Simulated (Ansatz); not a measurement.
# C2H5AlFN: one species, many methods

The task here is to estimate one member of a computed series from the others.

Method: functionals in def2-TZVPP, the program's frozen cores in correlated methods; program: Ansatz 0.2.0, Gaussian basis.

The runs, in order: PBE-D4, r2SCAN-D4, PBE0-D4, B3LYP-D4, ωB97X-V, ωB97M-V, B2PLYP; CCSD(T)/def2-TZVPP; MP2/def2-QZVPP; extrapolation to the limit.

## The geometry

The geometry comes from an earlier relaxation with PBE0-D4 in a triple-zeta def2 set; it is a stationary point, not always the lowest conformer.

SMILES `C=C(F)[NH][AlH2]`, 10 atoms, charge 0, spin multiplicity 1.

Atoms are counted from 1 here; the program's logs count them from 0.

Bond lengths: C1–C2 1.329 Å, C1–H6 1.080 Å, C1–H7 1.079 Å, C2–F3 1.342 Å, C2–N4 1.367 Å, N4–Al5 1.799 Å, N4–H8 1.010 Å, Al5–H9 1.581 Å, Al5–H10 1.573 Å. Angles: C2–C1–H6 120.5°, C2–C1–H7 120.0°, H6–C1–H7 119.5°, C1–C2–F3 119.5°, C1–C2–N4 129.9°, F3–C2–N4 110.6°, C2–N4–Al5 130.0°, C2–N4–H8 111.5°, Al5–N4–H8 118.5°, N4–Al5–H9 112.2°, N4–Al5–H10 121.9°, H9–Al5–H10 125.9°.

Set-up of the first run:

The input, in.yaml:

```yaml
crystal:
  periodic: [false, false, false]
  atoms:
    - {symbol: C, position_ang: [-1.618395, 0.990444, 0.683201]}
    - {symbol: C, position_ang: [-0.429430, 0.413558, 0.539559]}
    - {symbol: F, position_ang: [0.453035, 0.458666, 1.550131]}
    - {symbol: N, position_ang: [0.093767, -0.265333, -0.525488]}
    - {symbol: Al, position_ang: [1.702299, -1.046016, -0.721097]}
    - {symbol: H, position_ang: [-2.341197, 0.964125, -0.118981]}
    - {symbol: H, position_ang: [-1.867866, 1.489842, 1.606669]}
    - {symbol: H, position_ang: [-0.559882, -0.307984, -1.294342]}
    - {symbol: H, position_ang: [1.870344, -1.720893, -2.140518]}
    - {symbol: H, position_ang: [2.780427, -1.027508, 0.423968]}
basis:
  gaussian: {orbitals: def2-TZVPP}
hamiltonian: {xc: pbe, dispersion: d4}
output: {forces: true, orbitals: {seedname: orbitals}}
```

Command:

```console
> ansatz run in.yaml --threads 4 --pin off --events-out ev --progress --plain --max-ram 10444MiB
```

Among the steps run: PBE-D4 (GGA); r2SCAN-D4 (meta-GGA); PBE0-D4 (hybrid); B3LYP-D4 (hybrid); ωB97X-V (range-separated); ωB97M-V (range-separated); B2PLYP (double hybrid); CCSD(T) in def2-TZVPP; MP2 in def2-QZVPP.

One table of the session follows, with a row left open; its other results are not shown here.

| method | atomisation energy (kJ/mol) |
| --- | --- |
| PBE-D4 | 3765.3 |
| r2SCAN-D4 | 3680.2 |
| PBE0-D4 | 3675.7 |
| B3LYP-D4 | 3678.2 |
| ωB97X-V | 3682.5 |
| ωB97M-V | ? |
| B2PLYP | 3634.4 |
| HF/def2-TZVPP | 2598.6 |
| MP2/def2-TZVPP | 3632.9 |
| CCSD/def2-TZVPP | 3496.9 |
| CCSD(T)/def2-TZVPP | 3558.7 |
| MP2/CBS | 3735.9 |
| CCSD(T)/CBS | 3661.7 |

Estimate the missing values for ωB97M-V.

As computed: atomisation energy (kJ/mol): 3684.3. In the column «atomisation energy (kJ/mol)» it lies between ωB97X-V (3682.5) and MP2/CBS (3735.9).

To keep in mind: Free atoms (2 C, 1 F, 1 N, 1 Al, 5 H) were run apart at each level; the atomisation energy is their sum less the molecule, without zero-point or spin-orbit terms.
